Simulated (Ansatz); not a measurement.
# H4O3SiTe: one species, many methods

Aim: compute H4O3SiTe with functionals from several rungs and with coupled cluster, and see how far each lands from CCSD(T) at the basis-set limit for the atomisation energy.

The runs use Ansatz 0.2.0, Gaussian basis; functionals in def2-TZVPP, the program's frozen cores in correlated methods.

Plan: PBE-D4, r2SCAN-D4, PBE0-D4, B3LYP-D4, ωB97X-V, ωB97M-V, B2PLYP; CCSD(T)/def2-TZVPP; MP2/def2-QZVPP; extrapolation to the limit.

### Step 1. The geometry

All runs share one geometry, relaxed beforehand with PBE0-D4 in a triple-zeta def2 set. Te takes the def2 core potential; no spin-orbit term is included.

SMILES `O[Si](O)(O)[TeH]`, 9 atoms, charge 0, spin multiplicity 1.

Atoms are counted from 1 here; the program's logs count them from 0.

Bond lengths: O1–Si2 1.631 Å, O1–H6 0.958 Å, Si2–O3 1.636 Å, Si2–O4 1.629 Å, Si2–Te5 2.488 Å, O3–H7 0.959 Å, O4–H8 0.960 Å, Te5–H9 1.656 Å. Angles: Si2–O1–H6 117.8°, O1–Si2–O3 107.0°, O1–Si2–O4 106.2°, O1–Si2–Te5 115.2°, O3–Si2–O4 114.7°, O3–Si2–Te5 105.9°, O4–Si2–Te5 108.1°, Si2–O3–H7 117.2°, Si2–O4–H8 116.1°, Si2–Te5–H9 91.5°.

### Step 2. PBE-D4 (GGA)

File in.yaml:

```yaml
crystal:
  periodic: [false, false, false]
  atoms:
    - {symbol: O, position_ang: [-1.455531, -0.791907, -0.199019]}
    - {symbol: Si, position_ang: [0.038016, -0.186845, 0.052079]}
    - {symbol: O, position_ang: [0.756187, -1.137332, 1.173512]}
    - {symbol: O, position_ang: [0.773077, -0.174485, -1.401262]}
    - {symbol: Te, position_ang: [0.105519, 2.124565, 0.971563]}
    - {symbol: H, position_ang: [-2.034884, -0.880597, 0.559266]}
    - {symbol: H, position_ang: [1.665189, -0.935122, 1.402429]}
    - {symbol: H, position_ang: [0.428983, -0.788943, -2.054217]}
    - {symbol: H, position_ang: [-0.276547, 2.770675, -0.504360]}
basis:
  gaussian: {orbitals: def2-TZVPP}
hamiltonian: {xc: pbe, dispersion: d4}
output: {forces: true, orbitals: {seedname: orbitals}}
```

Run with:

```console
ansatz run in.yaml --threads 2 --pin off --events-out ev --progress --plain --max-ram 32768MiB --backend cpu
```

Further steps of the session: r2SCAN-D4 (meta-GGA); PBE0-D4 (hybrid); B3LYP-D4 (hybrid); ωB97X-V (range-separated); ωB97M-V (range-separated); B2PLYP (double hybrid); CCSD(T) in def2-TZVPP; MP2 in def2-QZVPP.

**Question.** What will the summary of the whole plan be? Wanted: atomisation energy, CCSD(T)/CBS; farthest; mean size of error, hybrid; mean size of error, range-separated; gap, smallest and largest; T1 diagnostic; triples share of the correlation energy.

**Answer**, as computed:

```
                               quantity                                 value
        atomisation energy, CCSD(T)/CBS                        803.9 kcal/mol
functionals within 8.0 kcal/mol (1.0 %)                                PBE-D4
                               farthest               B2PLYP (-21.5 kcal/mol)
             mean size of error, hybrid                         18.0 kcal/mol
    mean size of error, range-separated                          8.7 kcal/mol
              gap, smallest and largest  4.23 eV (PBE-D4), 10.33 eV (ωB97X-V)
                          T1 diagnostic                                0.0115
triples share of the correlation energy                                 3.1 %
```

PBE-D4 misses by +1.7 kcal/mol. Double hybrids carry the basis error of their MP2 part in triple zeta, and no dispersion term here, so their miss is partly the set-up's. The reference freezes the cores and leaves out spin-orbit coupling and excitations past (T), and its outer-core shells are covered unevenly, so misses under about 8.0 kcal/mol can't be ranked. All levels share the lack of spin-orbit coupling, which lowers the free heavy atoms and so the true binding. Hartree-Fock recovers 67 % of the binding; the rest is correlation. The gap grows from 4.2 to 10.3 eV across the functionals, mostly with the share of exact exchange. Correlated methods include outer-core shells of Te, which these sets cover unevenly.
